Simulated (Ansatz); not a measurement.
CH2Br2, SMILES BrCBr: the interaction energy of a dimer with the counterpoise correction, run with Ansatz 0.2.0 through its Python package.

Script `ch2br2.py`:
```python
import ansatz as az

BASIS_SET = "def2-SVP"
METHOD = "mp2"

FIRST = [
    ("Br", (-0.5674, -0.9089, 1.5251)),
    ("C", (-0.1254, 0.1272, -0.0706)),
    ("Br", (1.5915, -0.3366, -0.7696)),
    ("H", (-0.041, 1.2025, 0.1793)),
    ("H", (-0.8578, -0.0844, -0.8641)),
]
SECOND = [
    ("Br", (-1.3649, 1.777, 4.8944)),
    ("C", (-0.6474, -0.0226, 5.1434)),
    ("Br", (-1.8579, -1.1467, 6.1039)),
    ("H", (0.2613, 0.0089, 5.7752)),
    ("H", (-0.4861, -0.4958, 4.1632)),
]

def energy(atoms, ghosts=()):
    molecule = az.Crystal.molecule()
    for symbol, xyz in atoms:
        molecule = molecule.atom(symbol, xyz)
    calc = (
        molecule.calculation()
        .basis(gaussian=BASIS_SET)
        .correlation(METHOD)
    )
    deck = calc.input()
    if ghosts:
        deck = deck.set(az.key.basis.gaussian.ghost_atoms, [{"symbol": s, "position_ang": list(xyz)} for s, xyz in ghosts])
    return az.Session.from_dict(deck).plan().execute().report["free_energy_ev"]


def main() -> None:
    both = energy(FIRST + SECOND)
    alone = energy(FIRST) + energy(SECOND)
    ghosted = energy(FIRST, SECOND) + energy(SECOND, FIRST)
    print(f"dimer {both:.6f} eV")
    print(f"interaction, uncorrected   {96.485332 * (both - alone):8.3f} kJ/mol")
    print(f"interaction, counterpoise  {96.485332 * (both - ghosted):8.3f} kJ/mol")
    print(f"basis-set superposition    {96.485332 * (alone - ghosted):8.3f} kJ/mol")


if __name__ == "__main__":
    main()
```

How large is the interaction at this pose, and how much of it is basis-set superposition?

Uncorrected it is -5.345 kJ/mol, with the counterpoise correction -0.665 kJ/mol; the difference, 4.68 kJ/mol, is the superposition error.

The run itself:

```console
$ python ch2br2.py
dimer -282116.554536 eV
interaction, uncorrected     -5.345 kJ/mol
interaction, counterpoise    -0.665 kJ/mol
basis-set superposition       4.680 kJ/mol
```

Caveats:
- Total energies depend on the basis set; only differences at equal settings carry meaning.
- The dimer is a generated trial pose of unrelaxed monomers, not a minimum, so the figure is no binding energy, and the basis set is small.
- Finished in 34 s on 1 thread of Arm Neoverse V1, with other jobs on the host, peak memory 0.62 GiB.

(Lines on the test bed's own set-up are left out of the output.)
